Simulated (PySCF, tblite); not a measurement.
**C₆H₁₁N₃: geometry, infrared bands and NMR shifts**

What infrared bands and NMR shifts should C₆H₁₁N₃ (`CCc1c(C)nnn1C`) show?

Programs: tblite 0.8.0 and PySCF 2.14.0, with density-fitted response routines of our own. Each step states its level of theory. These are calculated values for one molecule in the gas phase, unless marked as measured. Atoms are numbered from 0 throughout.

## 1. The starting structure

20 atoms, charge 0, multiplicity 1; geometry from: force field or distance geometry start.

Bonds of the start (Å): C0–C1 1.52, C1–C2 1.48, C2–C3 1.39, C3–C4 1.48, C3–N5 1.34, N5–N6 1.30, N6–N7 1.33, N7–C8 1.45, N7–C2 1.34, C0–H9 1.11, C0–H10 1.11, C0–H11 1.11, C1–H12 1.12, C1–H13 1.11, C4–H14 1.10, C4–H15 1.10, C4–H16 1.12, C8–H17 1.10, C8–H18 1.13, C8–H19 1.11.

## 2. Geometry optimisation with GFN2-xTB

Job settings and geometry (Å):

```
{"job": {"kind": "relax", "xc": "GFN2-xTB", "basis": "xTB"}, "charge": 0, "multiplicity": 1}
C     -1.731400    -1.226900     0.055900
C     -0.737200    -0.545500    -0.866700
C      0.280700     0.218300    -0.113200
C      0.186600     1.489700     0.431900
C     -0.967900     2.414300     0.421000
N      1.356800     1.736700     1.026700
N      2.148100     0.713900     0.858800
N      1.512000    -0.223900     0.170200
C      2.119100    -1.497900    -0.177900
H     -2.462300    -0.519000     0.498200
H     -1.148500    -1.724100     0.863500
H     -2.266600    -1.974100    -0.565900
H     -1.271000     0.082300    -1.620300
H     -0.223500    -1.343900    -1.432400
H     -1.404900     2.567000     1.423600
H     -0.574500     3.395100     0.101100
H     -1.705600     2.067300    -0.340400
H      1.531400    -2.129200    -0.858500
H      2.236700    -2.123400     0.758600
H      3.117100    -1.366200    -0.637200
```

Launch:

```sh
OMP_NUM_THREADS=1 python probes_run.py task.json out
```

One launch serves the whole session: the jobs run in the order shown.

**Question.** This job is followed by: GFN2-xTB harmonic vibrations, gas phase; GIAO PBE0/pcSseg-1 NMR shielding, non-relativistic, gas phase. Predict these results of the whole session: strongest single infrared mode (GFN2-xTB); zero-point energy (GFN2-xTB); 13C shifts against TMS (PBE0/pcSseg-1); 1H shifts against TMS (PBE0/pcSseg-1, means over atoms taken as alike); 15N shifts against NH3 (PBE0/pcSseg-1).

**Answer**, as computed:

| quantity | value |
| --- | --- |
| strongest single infrared mode (GFN2-xTB) | 1307 cm⁻¹, 67 km/mol |
| zero-point energy (GFN2-xTB) | 105.3 kcal/mol |
| 13C shifts against TMS (PBE0/pcSseg-1) | 144.2, 140.8, 34.6, 20.5, 15.8, 12.8 ppm |
| 1H shifts against TMS (PBE0/pcSseg-1, means over atoms taken as alike) | 4.04, 2.75, 2.48, 1.14 ppm |
| 15N shifts against NH3 (PBE0/pcSseg-1) | 397.7, 384.5, 257.2 ppm |

In words: Over 140 steps the energy fell by 0.349 eV; of the close pairs, C8–H18 changed most, 1.132 to 1.091 Å. No mode is imaginary among the 54: a minimum at this level. The strongest single mode, at 1307 cm⁻¹, is spread over many atoms; the largest shares are those of N6, N5. GFN2-xTB is a fitted tight-binding method: band positions and strengths are rough. Its intensities can rank the bands wrongly. The most deshielded hydrogen is H17, H18, H19 (mean) (hydrogen on a methyl carbon bonded to N), at 4.04 ppm: its carbon carries N, which withdraws density. At PBE0/pcSseg-1: The largest span, 506 ppm, is at N5, where the paramagnetic term is -448 ppm. NICS(1)zz of -31 ppm above the planar ring from C2 marks a diatropic (aromatic) ring current.
